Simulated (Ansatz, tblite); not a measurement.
# The cluster Ba₅Se₅+: one state, many levels

An exercise on one series of results from a longer session: the logs are not shown, and one member is left open.

Program: Ansatz 0.2.0, Gaussian basis. Level of theory: as each input shows. These are calculated values, not measurements.

The runs, in order: GFN1-xTB, GFN2-xTB, PBE-D4/def2-SVP, r2SCAN-D4/def2-SVP, BLYP-D4/def2-SVP.

4 further runs of the same task are left out: 4 that didn't finish.

### The relaxed structure

The geometry is that of the doublet, from an earlier relaxation (PBE-D4/def2-SVP). At that level it is the lowest of the isomers that a small search found.

10 atoms, charge 1, spin multiplicity 2.

Bond lengths: Ba1–Se7 3.023 Å, Ba1–Se8 3.022 Å, Ba1–Se9 3.174 Å, Ba2–Se6 3.235 Å, Ba2–Se7 3.246 Å, Ba2–Se8 3.246 Å, Ba2–Se9 3.878 Å, Ba2–Se10 3.235 Å, Ba3–Se7 3.034 Å, Ba3–Se9 3.157 Å, Ba3–Se10 3.023 Å, Ba4–Se6 3.023 Å, Ba4–Se8 3.034 Å, Ba4–Se9 3.157 Å, Ba5–Se6 2.948 Å, Ba5–Se10 2.948 Å. Angles: Se7–Ba1–Se8 92.2°, Se7–Ba1–Se9 74.5°, Se8–Ba1–Se9 74.5°, Se6–Ba2–Se7 140.3°, Se6–Ba2–Se8 83.5°, Se6–Ba2–Se9 78.0°, Se6–Ba2–Se10 82.3°, Se7–Ba2–Se8 84.2°, Se7–Ba2–Se9 62.9°, Se7–Ba2–Se10 83.5°, Se8–Ba2–Se9 62.9°, Se8–Ba2–Se10 140.3°, Se9–Ba2–Se10 77.9°, Se7–Ba3–Se9 74.6°, Se7–Ba3–Se10 90.9°, Se9–Ba3–Se10 93.5°, Se6–Ba4–Se8 90.9°, Se6–Ba4–Se9 93.5° and more.

As a file:

```xyz
10
charge 1, multiplicity 2
Ba   -1.0698    1.7003   -3.1011
Ba   -0.8921   -1.6338   -0.1517
Ba   -1.7478    2.1702    1.5800
Ba    2.9297   -0.1175   -1.2888
Ba    1.5504   -1.3127    3.5747
Se    2.1526   -2.1471    0.8122
Se   -2.9056    0.8088   -0.8714
Se    0.5201   -0.8671   -2.9725
Se    0.6584    1.9081   -0.4473
Se   -1.1958   -0.5091    2.8659
```

Ba takes a core potential in the def2 sets. No spin-orbit coupling is included. The ion is computed in the gas phase, without counter-ions or solvent.

PBE0-D4/def2-SVP was run before; its log isn't repeated, and its numbers join the tables.

The first run:

Tight binding, by tblite at 300 K electronic temperature and without a spin-polarisation term:

```python
tblite.interface.Calculator('GFN1-xTB', numbers, positions, charge=1, uhf=1).singlepoint()
```

Tight binding, by tblite at 300 K electronic temperature and without a spin-polarisation term:

```python
tblite.interface.Calculator('GFN2-xTB', numbers, positions, charge=1, uhf=1).singlepoint()
```

start.molden holds the orbitals of an earlier run on this state, given as this run's starting guess.

Contents of in.yaml:

```yaml
crystal:
  periodic: [false, false, false]
  atoms:
    - {symbol: Ba, position_ang: [-1.069791, 1.700288, -3.101134]}
    - {symbol: Ba, position_ang: [-0.892114, -1.633808, -0.151713]}
    - {symbol: Ba, position_ang: [-1.747804, 2.170176, 1.580036]}
    - {symbol: Ba, position_ang: [2.929676, -0.117541, -1.288803]}
    - {symbol: Ba, position_ang: [1.550419, -1.312667, 3.574656]}
    - {symbol: Se, position_ang: [2.152573, -2.147139, 0.812239]}
    - {symbol: Se, position_ang: [-2.905635, 0.808837, -0.871419]}
    - {symbol: Se, position_ang: [0.520086, -0.867052, -2.972481]}
    - {symbol: Se, position_ang: [0.658426, 1.908054, -0.447297]}
    - {symbol: Se, position_ang: [-1.195847, -0.509149, 2.865934]}
basis:
  gaussian: {orbitals: def2-SVP, initial_orbitals: start.molden}
total_charge: 1
magnetization: {spin_polarized: true, initial_magnetization: 1}
hamiltonian: {xc: pbe, dispersion: d4}
scf: {omitted_lower_state_checks: [starts]}
output: {forces: true, orbitals: {seedname: orbitals}}
```

The run is started by

```sh
> ansatz run in.yaml --threads 6 --pin off --events-out ev --progress --plain --max-ram 7833MiB
```

Steps of the session up to this table: PBE-D4/def2-SVP; r2SCAN-D4/def2-SVP; BLYP-D4/def2-SVP.

One table of the session follows, with a row left open; its other results are not shown here.

```
             level  HOMO (eV)  LUMO (eV)  gap (eV)
   PBE-D4/def2-SVP          ?          ?         ?
  BLYP-D4/def2-SVP      -6.73      -6.44      0.29
r2SCAN-D4/def2-SVP      -7.00      -6.60      0.41
  PBE0-D4/def2-SVP      -7.54      -6.12      1.42
```

Estimate the missing values for PBE-D4/def2-SVP.

The run gave: HOMO (eV): -6.95; LUMO (eV): -6.63; gap (eV): 0.32. In the column «HOMO (eV)» it lies between r2SCAN-D4/def2-SVP (-7.00) and BLYP-D4/def2-SVP (-6.73).
